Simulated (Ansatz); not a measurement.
# C₂H₇InSi: up Jacob's ladder to CCSD(T)

Aim: compute C₂H₇InSi with functionals from several rungs and with coupled cluster, and see how far each lands from CCSD(T) at the basis-set limit for the atomisation energy.

Program: Ansatz 0.2.0, Gaussian basis. Level of theory: functionals in def2-TZVPP, the program's frozen cores in correlated methods. These are calculated values, not measurements.

The runs, in order: LDA (SPW92), PBE-D4, revPBE-D4, BLYP-D4, r2SCAN-D4, B97M-V, PBE0-D4, B3LYP-D4, r2SCANh-D4, r2SCAN0-D4, HSE06-D4, BHLYP-D4, CAM-B3LYP-D4, LC-ωPBE, ωB97X-V, ωB97M-V, B2PLYP, PBE-QIDH; CCSD(T)/def2-SVP; CCSD(T)/def2-TZVPP; MP2/def2-QZVPP; extrapolation to the limit; RPA on PBE.

### Step 1. The geometry

An earlier PBE0-D4 in a triple-zeta def2 set relaxation fixed the geometry. In takes the def2 core potential; no spin-orbit term is included.

SMILES `C=[C]([SiH3])[InH2]`, 11 atoms, charge 0, spin multiplicity 1.

Atoms are counted from 1 here; the program's logs count them from 0.

Bond lengths: C1–C2 1.338 Å, C1–H5 1.090 Å, C1–H6 1.092 Å, C2–Si3 1.855 Å, C2–In4 2.153 Å, Si3–H7 1.490 Å, Si3–H8 1.490 Å, Si3–H9 1.491 Å, In4–H10 1.728 Å, In4–H11 1.722 Å. Angles: C2–C1–H5 123.0°, C2–C1–H6 122.3°, H5–C1–H6 114.7°, C1–C2–Si3 120.7°, C1–C2–In4 116.7°, Si3–C2–In4 122.5°, C2–Si3–H7 110.3°, C2–Si3–H8 110.3°, C2–Si3–H9 111.2°, H7–Si3–H8 107.1°, H7–Si3–H9 108.9°, H8–Si3–H9 108.9°, C2–In4–H10 114.4°, C2–In4–H11 122.1°, H10–In4–H11 123.5°.

### Step 2. LDA

This LDA is Slater exchange with PW92 correlation.

Input file in.yaml:

```yaml
crystal:
  periodic: [false, false, false]
  atoms:
    - {symbol: C, position_ang: [-0.546976, 1.507503, 0.134119]}
    - {symbol: C, position_ang: [-0.086094, 0.259714, -0.009631]}
    - {symbol: Si, position_ang: [-0.043271, -0.906866, 1.431880]}
    - {symbol: In, position_ang: [0.589314, -0.303143, -1.974620]}
    - {symbol: H, position_ang: [-0.588594, 2.223871, -0.686817]}
    - {symbol: H, position_ang: [-0.912722, 1.888432, 1.090166]}
    - {symbol: H, position_ang: [1.351229, -1.366141, 1.683924]}
    - {symbol: H, position_ang: [-0.857239, -2.119845, 1.140078]}
    - {symbol: H, position_ang: [-0.569184, -0.256461, 2.666482]}
    - {symbol: H, position_ang: [0.461311, 0.948752, -3.159210]}
    - {symbol: H, position_ang: [1.202234, -1.875805, -2.316370]}
basis:
  gaussian: {orbitals: def2-TZVPP}
hamiltonian: {xc: lda}
output: {orbitals: {seedname: orbitals}}
```

On the command line:

```bash
ansatz run in.yaml --threads 4 --pin off --events-out ev --progress --plain --max-ram 10444MiB
```

The runs that follow: PBE-D4 (GGA); revPBE-D4 (GGA); BLYP-D4 (GGA); r2SCAN-D4 (meta-GGA); B97M-V (meta-GGA); PBE0-D4 (hybrid); B3LYP-D4 (hybrid); r2SCANh-D4 (hybrid); r2SCAN0-D4 (hybrid); HSE06-D4 (hybrid); BHLYP-D4 (hybrid); CAM-B3LYP-D4 (range-separated); LC-ωPBE (range-separated); ωB97X-V (range-separated); ωB97M-V (range-separated); B2PLYP (double hybrid); PBE-QIDH (double hybrid); CCSD(T) in def2-SVP; CCSD(T) in def2-TZVPP; MP2 in def2-QZVPP; RPA on PBE orbitals.

Before running them: what should the planned runs give, taken together? Wanted: atomisation energy, CCSD(T)/CBS; farthest beyond LDA; mean size of error, GGA; mean size of error, meta-GGA; mean size of error, hybrid; mean size of error, range-separated; mean size of error, double hybrid; gap, smallest and largest; T1 diagnostic.

The runs gave:

```
                               quantity                                                                                                        value
        atomisation energy, CCSD(T)/CBS                                                                                                3494.6 kJ/mol
 functionals within 34.9 kJ/mol (1.0 %)  PBE-D4, r2SCAN-D4, B97M-V, PBE0-D4, B3LYP-D4, r2SCANh-D4, HSE06-D4, CAM-B3LYP-D4, LC-ωPBE, ωB97X-V, ωB97M-V
                    farthest beyond LDA                                                                                      BHLYP-D4 (-75.5 kJ/mol)
                mean size of error, GGA                                                                                                  38.5 kJ/mol
           mean size of error, meta-GGA                                                                                                  11.0 kJ/mol
             mean size of error, hybrid                                                                                                  33.7 kJ/mol
    mean size of error, range-separated                                                                                                  10.9 kJ/mol
      mean size of error, double hybrid                                                                                                  47.3 kJ/mol
              gap, smallest and largest                                                                     3.36 eV (LDA (SPW92)), 9.90 eV (LC-ωPBE)
                          T1 diagnostic                                                                                                       0.0135
triples share of the correlation energy                                                                                                        3.7 %
```

In words: The LDA atomisation energy is off by 420.6 kJ/mol (12 %): it overbinds. PBE-D4 is off by +2.9 kJ/mol. Double hybrids carry the basis error of their MP2 part in triple zeta, and no dispersion term here, so their miss is partly the set-up's. The rungs range-separated, meta-GGA, hybrid miss on average by less than the doubt on the reference (34.9 kJ/mol), so they tie. Misses under about 34.9 kJ/mol are within the doubt on the reference itself, which lacks core-valence correlation, spin-orbit coupling and higher excitations, and its outer-core shells are covered unevenly. All levels share the lack of spin-orbit coupling, which lowers the free heavy atoms and so the true binding. Hartree-Fock recovers 74 % of the binding; the rest is correlation. CCSD(T) in def2-SVP is off by -188.4 kJ/mol, more than most functionals: a good method in a small basis is no reference. Orbital gaps span 3.4 to 9.9 eV; exact exchange widens them. Correlated methods include outer-core shells of In, which these sets cover unevenly.
